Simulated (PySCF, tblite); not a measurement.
**C6H7FO: dynamics, then NMR shifts on frames**

How do NMR shifts of C6H7FO (`C=C/C(=C/C)C(=O)F`) change as the atoms move?

Programs: tblite 0.8.0 and PySCF 2.14.0, with density-fitted response routines of our own. Each step states its level of theory. These are calculated values for one molecule in the gas phase, unless marked as measured. Atoms are numbered from 0 throughout.

## Step 1: The molecule as given

15 atoms, charge 0, multiplicity 1; geometry from: GFN2-xTB.

Bonds of the start (Å): C0–C1 1.33, C1–C2 1.46, C2–C3 1.35, C3–C4 1.48, C2–C5 1.47, C5–O6 1.19, C5–F7 1.37, C0–H8 1.08, C0–H9 1.08, C1–H10 1.08, C3–H11 1.08, C4–H12 1.09, C4–H13 1.09, C4–H14 1.09.

## Step 2: Dynamics with GFN2-xTB

Job settings and geometry (Å):

```
{"job": {"kind": "md", "xc": "GFN2-xTB", "basis": "xTB", "temperature": 400, "steps": 2000, "every": 50, "frames": 5}, "charge": 0, "multiplicity": 1}
C     -1.169240     2.191789    -0.881819
C     -0.306192     1.198469    -1.049075
C      0.013845     0.170439    -0.058566
C      0.530324    -1.013530    -0.444413
C      0.893316    -2.166144     0.412176
C     -0.206613     0.440764     1.365742
O     -0.459793    -0.307104     2.250477
F     -0.038837     1.764800     1.674204
H     -1.363646     2.896505    -1.671392
H     -1.712535     2.345882     0.034343
H      0.190890     1.073500    -2.002395
H      0.704325    -1.154872    -1.504958
H      0.959823    -1.896723     1.461610
H      0.125790    -2.935338     0.314369
H      1.834129    -2.600445     0.077787
```

Level: GFN2-xTB Langevin dynamics, gas phase.

Started as:

```
> OMP_NUM_THREADS=1 python probes_run.py task.json out
```

This one command runs all jobs of the session in turn.

The program printed:

```text
t/fs     T/K      E/eV
    0.0   319.0   -684.61627
   25.0   134.6   -684.07790
   50.0   338.9   -684.14262
   75.0   319.3   -684.10211
  100.0   300.6   -683.94288
  125.0   364.5   -684.13141
  150.0   306.2   -684.18024
  175.0   274.9   -684.19853
  200.0   196.6   -684.14399
  225.0   261.7   -684.24498
  250.0   241.0   -684.17252
  275.0   248.8   -684.16945
  300.0   363.7   -684.11182
  325.0   338.7   -683.82822
  350.0   502.7   -683.95080
  375.0   544.4   -683.96988
  400.0   439.3   -683.56268
  425.0   448.6   -683.63053
  450.0   358.5   -683.67343
  475.0   332.0   -683.88009
  500.0   404.9   -683.92075
  525.0   424.2   -684.06460
  550.0   408.0   -683.92949
  575.0   390.3   -683.89562
  600.0   616.3   -683.93325
  625.0   512.5   -683.81260
  650.0   561.2   -683.90662
  675.0   429.3   -683.84354
  700.0   386.7   -683.58039
  725.0   485.2   -683.82276
  750.0   469.3   -683.88632
  775.0   650.3   -684.09670
  800.0   370.9   -683.74449
  825.0   428.7   -683.88371
  850.0   328.4   -683.84880
  875.0   409.9   -684.06103
  900.0   520.5   -684.05173
  925.0   545.2   -684.04442
  950.0   462.8   -683.97806
  975.0   369.7   -683.96647
 1000.0   407.2   -683.99106
```

Run time: 32 s. Hardware: 1 thread of AMD EPYC, shared host.

Distance from the start (root mean square after alignment): 0 fs 0.00 Å, 200 fs 0.77 Å, 400 fs 0.98 Å, 600 fs 0.96 Å, 800 fs 0.49 Å, 1000 fs 0.29 Å.

Positions (Å) and forces (eV/Å) at 1000 fs:

```xyz
15

C    -2.300    1.841    0.495   -0.226   -1.476    0.321
C    -1.121    1.718   -0.077    1.823    0.413    0.160
C    -0.207    0.570    0.135   -0.802   -1.395    1.055
C     0.887    0.184   -0.533   -0.374    0.503    0.234
C     1.895   -0.836   -0.169    1.095   -0.992   -1.498
C    -0.547   -0.364    1.305    0.061    1.802   -0.674
O    -0.742   -1.524    1.339    0.068    0.371    0.377
F    -0.578    0.448    2.448   -0.129   -0.954   -0.161
H    -2.887    2.702    0.385   -0.538    0.817   -0.029
H    -2.745    0.996    1.025    0.012    0.359   -0.185
H    -0.661    2.631   -0.502   -0.229   -0.854   -0.193
H     1.124    0.766   -1.382    0.348    0.536   -0.903
H     1.933   -1.045    0.899    0.223    0.217   -0.186
H     1.660   -1.867   -0.665    0.461    1.771    0.584
H     2.917   -0.435   -0.606   -1.794   -1.117    1.098
```

## Step 3: Nuclear shieldings: 250 fs, PBE0/pcSseg-1

Job settings and geometry (Å):

```
{"job": {"kind": "nmr", "xc": "PBE0", "basis": "pcSseg-1", "pop": false}, "charge": 0, "multiplicity": 1}
C     -1.601700     2.165300    -1.231400
C     -0.736600     1.148900    -1.131900
C     -0.366500     0.246200    -0.023400
C      0.076900    -1.028400    -0.274700
C      0.526800    -2.005800     0.683900
C     -0.623400     0.592100     1.369000
O     -1.266400    -0.036400     2.154600
F      0.063500     1.662500     1.771500
H     -1.809800     2.548700    -2.211800
H     -2.126000     2.648800    -0.431000
H     -0.356500     0.744700    -2.077300
H      0.114000    -1.318400    -1.338900
H      1.598500    -2.214000     0.465500
H      0.496600    -1.626200     1.638000
H     -0.010000    -2.939800     0.518100
```

Level: GIAO PBE0/pcSseg-1 NMR shielding, non-relativistic, gas phase.

The program printed:

```text
coarse grid: 13032 points
cycle   1  E = -407.1495558136  dE =  1.274e+00  |g| = 9.106e-01  |ddm| = 3.589e+00
cycle   2  E = -406.7200036868  dE =  4.296e-01  |g| = 1.777e+00  |ddm| = 1.763e+00
cycle   3  E = -407.2955880738  dE = -5.756e-01  |g| = 2.781e-01  |ddm| = 1.319e+00
cycle   4  E = -407.3095047052  dE = -1.392e-02  |g| = 7.919e-02  |ddm| = 2.422e-01
cycle   5  E = -407.3103137798  dE = -8.091e-04  |g| = 2.686e-02  |ddm| = 5.355e-02
cycle   6  E = -407.3104700273  dE = -1.562e-04  |g| = 5.605e-03  |ddm| = 2.464e-02
cycle   7  E = -407.3104749511  dE = -4.924e-06  |g| = 3.034e-03  |ddm| = 6.499e-03
final grid: 127664 points
cycle   8  E = -407.3752793951  dE = -1.578e-05  |g| = 1.351e-02  |ddm| = 3.259e-02
cycle   9  E = -407.3751885788  dE =  9.082e-05  |g| = 2.511e-02  |ddm| = 2.762e-02
cycle  10  E = -407.3753173703  dE = -1.288e-04  |g| = 2.645e-03  |ddm| = 1.830e-02
cycle  11  E = -407.3753187815  dE = -1.411e-06  |g| = 4.610e-04  |ddm| = 1.914e-03
cycle  12  E = -407.3753188183  dE = -3.674e-08  |g| = 1.970e-04  |ddm| = 5.052e-04
cycle  13  E = -407.3753188270  dE = -8.771e-09  |g| = 6.088e-05  |ddm| = 2.038e-04
cycle  14  E = -407.3753188278  dE = -7.273e-10  |g| = 1.215e-05  |ddm| = 4.964e-05
converged SCF energy = -407.3753188278

GIAO shielding tensors (ppm)
atom      isotropic    diamagn.    paramagn.     s11        s22        s33       span
  0 C       64.484     252.447    -187.963    -40.699     64.578    169.574    210.273
  1 C       42.352     251.342    -208.990    -68.110     53.202    141.964    210.075
  2 C       46.410     262.745    -216.336    -49.685     56.366    132.548    182.232
  3 C       26.211     257.129    -230.918    -83.093     14.282    147.445    230.538
  4 C      168.221     248.847     -80.626    146.951    175.956    181.757     34.806
  5 C       16.230     250.263    -234.033   -103.054     57.176     94.568    197.622
  6 O     -153.189     403.170    -556.359   -443.874   -263.700    248.007    691.881
  7 F      123.137     478.262    -355.124   -116.408    233.111    252.710    369.119
  8 H       26.186      27.839      -1.652     24.028     25.069     29.462      5.434
  9 H       26.274      30.632      -4.357     23.553     25.275     29.994      6.441
 10 H       25.113      31.963      -6.850     22.864     23.429     29.045      6.181
 11 H       24.967      33.532      -8.565     22.726     23.408     28.767      6.040
 12 H       29.260      28.125       1.134     25.412     26.693     35.674     10.262
 13 H       30.495      32.411      -1.916     26.047     31.489     33.950      7.904
 14 H       29.345      27.864       1.482     25.746     26.590     35.700      9.954
```

Run time: 46 s. Hardware: 1 thread of AMD EPYC, shared host; peak memory 0.78 GiB.

The references, computed at this level on geometries of the same kind, shield at (ppm): 1H TMS 31.72, 13C TMS 186.9, 19F CFCl3 170.9, 17O H2O 336.1. Their shielding less the atom's gives the shift. The references are single molecules in the gas phase, so shifts against H2O, NH3, PH3, H3PO4 or CFCl3 are not on the usual liquid scales and can be off by tens of ppm. Each atom is listed at this fixed geometry, with no averaging over motion; a spectrum would average atoms that exchange fast.

| atoms | environment | σ (ppm) | δ (ppm) |
| --- | --- | --- | --- |
| C5 | carbonyl carbon | 16.2 | 170.7 |
| C3 | β carbon of a C=C–C=O unit | 26.2 | 160.7 |
| C1 | alkene CH | 42.4 | 144.6 |
| C2 | α carbon of a C=C–C=O unit | 46.4 | 140.5 |
| C0 | terminal =CH2 carbon | 64.5 | 122.4 |
| C4 | allylic methyl carbon | 168.2 | 18.7 |
| H11 | hydrogen on a β carbon of a C=C–C=O unit | 24.97 | 6.75 |
| H10 | hydrogen on an alkene CH | 25.11 | 6.60 |
| H8 | hydrogen on a terminal =CH2 carbon | 26.19 | 5.53 |
| H9 | hydrogen on a terminal =CH2 carbon | 26.27 | 5.44 |
| H12 | hydrogen on an allylic methyl carbon | 29.26 | 2.46 |
| H14 | hydrogen on an allylic methyl carbon | 29.35 | 2.37 |
| H13 | hydrogen on an allylic methyl carbon | 30.50 | 1.22 |
| O6 | carbonyl oxygen | -153.2 | 489.3 |
| F7 | fluorine bonded to C | 123.1 | 47.8 |

## Step 4: Nuclear shieldings: 425 fs, PBE0/pcSseg-1

Job settings and geometry (Å):

```
{"job": {"kind": "nmr", "xc": "PBE0", "basis": "pcSseg-1", "pop": false}, "charge": 0, "multiplicity": 1}
C     -1.098200     2.228200    -0.707800
C     -0.619200     1.031200    -0.871400
C     -0.393600    -0.089300     0.070100
C      0.463700    -1.015600    -0.198100
C      0.853600    -2.128900     0.677300
C     -0.952800    -0.009900     1.501700
O     -1.937400    -0.515900     1.933000
F     -0.501100     1.008400     2.339200
H     -0.809200     2.981800    -1.439800
H     -1.910200     2.527400    -0.008700
H      0.126900     0.949200    -1.703400
H      0.952800    -0.886100    -1.150400
H      0.197800    -3.000000     0.502500
H      1.877300    -2.480700     0.590300
H      0.662600    -1.701800     1.675100
```

Level: GIAO PBE0/pcSseg-1 NMR shielding, non-relativistic, gas phase.

The program printed:

```text
coarse grid: 13032 points
cycle   1  E = -407.1054975893  dE =  1.248e+00  |g| = 9.563e-01  |ddm| = 3.562e+00
cycle   2  E = -406.6033604577  dE =  5.021e-01  |g| = 1.915e+00  |ddm| = 1.748e+00
cycle   3  E = -407.2700686013  dE = -6.667e-01  |g| = 2.806e-01  |ddm| = 1.276e+00
cycle   4  E = -407.2836017749  dE = -1.353e-02  |g| = 9.854e-02  |ddm| = 2.551e-01
cycle   5  E = -407.2849005358  dE = -1.299e-03  |g| = 3.049e-02  |ddm| = 6.700e-02
cycle   6  E = -407.2850995351  dE = -1.990e-04  |g| = 6.458e-03  |ddm| = 2.991e-02
cycle   7  E = -407.2851064470  dE = -6.912e-06  |g| = 2.961e-03  |ddm| = 6.445e-03
final grid: 127664 points
cycle   8  E = -407.3511076330  dE = -1.091e-05  |g| = 1.386e-02  |ddm| = 2.998e-02
cycle   9  E = -407.3510054569  dE =  1.022e-04  |g| = 2.687e-02  |ddm| = 2.751e-02
cycle  10  E = -407.3511458867  dE = -1.404e-04  |g| = 2.651e-03  |ddm| = 1.791e-02
cycle  11  E = -407.3511473151  dE = -1.428e-06  |g| = 4.842e-04  |ddm| = 2.103e-03
cycle  12  E = -407.3511473489  dE = -3.388e-08  |g| = 1.952e-04  |ddm| = 4.524e-04
cycle  13  E = -407.3511473566  dE = -7.622e-09  |g| = 3.101e-05  |ddm| = 1.596e-04
cycle  14  E = -407.3511473567  dE = -1.700e-10  |g| = 1.597e-05  |ddm| = 3.665e-05
converged SCF energy = -407.3511473567

GIAO shielding tensors (ppm)
atom      isotropic    diamagn.    paramagn.     s11        s22        s33       span
  0 C       62.433     253.505    -191.072    -41.064     63.622    164.741    205.805
  1 C       44.448     254.915    -210.467    -57.394     62.916    127.822    185.215
  2 C       48.697     261.860    -213.162    -44.650     76.854    113.887    158.537
  3 C       47.619     256.881    -209.262    -51.389     39.826    154.420    205.809
  4 C      166.897     249.192     -82.295    154.498    164.100    182.095     27.597
  5 C       13.641     247.329    -233.688   -116.127     45.667    111.383    227.510
  6 O     -218.365     400.785    -619.150   -539.348   -346.300    230.553    769.902
  7 F       74.429     478.790    -404.361   -178.696    124.116    277.868    456.565
  8 H       25.919      28.115      -2.196     23.886     24.443     29.428      5.542
  9 H       25.552      29.355      -3.802     23.156     24.748     28.753      5.597
 10 H       25.082      32.370      -7.288     22.134     24.072     29.040      6.906
 11 H       25.896      34.298      -8.402     23.740     24.867     29.080      5.340
 12 H       29.008      27.647       1.361     24.686     27.152     35.185     10.499
 13 H       29.662      28.320       1.342     26.087     27.133     35.767      9.679
 14 H       29.157      29.376      -0.219     24.162     30.624     32.685      8.523
```

Wall time 45 s (1 thread of AMD EPYC, shared host); peak memory 0.8 GiB.

This run: δ C5 173.3, C1 142.5, C3 139.3, C2 138.2, H10 6.63, H9 6.16 ppm.

[end of part 1 of 2]
